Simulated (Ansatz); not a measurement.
# TiRh (Pm-3m): scan of one input key

Aim: a scan of one input key, for TiRh (Pm-3m), run from a script.

Computed with Ansatz 0.2.0 through its Python package. Level of theory: DFT PBEsol+D3(BJ) with three-body term, plane waves, PAW.

### Step 1. The system

Symmetry: Pm-3m, No. 221, cubic system. Conventional cell: a = 3.115 Å, b = 3.115 Å, c = 3.115 Å, α = 90.00°, β = 90.00°, γ = 90.00°. Ti (site symmetry m-3m) has 8 Rh at 2.70 Å as nearest neighbours. Around Rh (site symmetry m-3m) lie 8 Ti at 2.70 Å.

The script holds or builds the structure itself.

### Step 2. The script

tirh_edit.py

```python
# -*- coding: utf-8 -*-
"""Editing single keys of the input for TiRh."""

from dataclasses import dataclass

import ansatz as az
from tabulate import tabulate


@dataclass(frozen=True)
class Options:
    smearing: str = "methfessel_paxton"
    smearing_width: float = 0.05
    functional: str = "PBEsol"
    vdw: str = "d3bjatm"


opts = Options()

lattice = az.Lattice.of(
    (3.115202, 0.0, 0.0),
    (0.0, 3.115202, 0.0),
    (0.0, 0.0, 3.115202),
)
sites = [
    ("Ti", (0.5, 0.5, 0.5)),
    ("Rh", (0.0, 0.0, 0.0)),
]
tirh = az.Crystal(lattice=lattice)
for symbol, position in sites:
    tirh = tirh.atom(symbol, position)

calculation = (
    tirh.calculation()
    .occupations(opts.smearing, width=opts.smearing_width)
    .kpoints(10)
    .functional(opts.functional, dispersion=opts.vdw)
    .band_table()
)
typed = calculation.input()
rows = []
for value in [2, 6, 12]:
    edited = typed.set(az.key.scf.n_extra_bands, value)
    data = az.Session.from_dict(edited).plan().execute().report
    rows.append((value, data["free_energy_ev"], data["n_iterations"], len(data["eigenvalues_ev"][0]) if "eigenvalues_ev" in data else 0))
print(tabulate(rows, headers=["extra bands", "F eV", "iterations", "bands listed"], floatfmt=".4f", tablefmt="github"))
```

### Step 3. The run

Started as:

```sh
python tirh_edit.py
```

Without the output at hand: what should come out? Wanted: last run but one, from the last.

**Answer**, as computed:

```
                              quantity           value
                         runs compared               3
       last run but one, from the last  -0.00 meV/atom
within 5 meV/atom of the last run from               2
```

**Reading.** From scf.n_extra_bands 2 on, the energy stays within 1 meV/atom of the last run. The run is spin-unpolarised. For a metal this k-point mesh is coarse: on a finer one energies can move by several to tens of meV an atom and pressures by half a GPa or more, differences at one mesh by less. This cell is a computed structure, which may not be the phase found in nature.
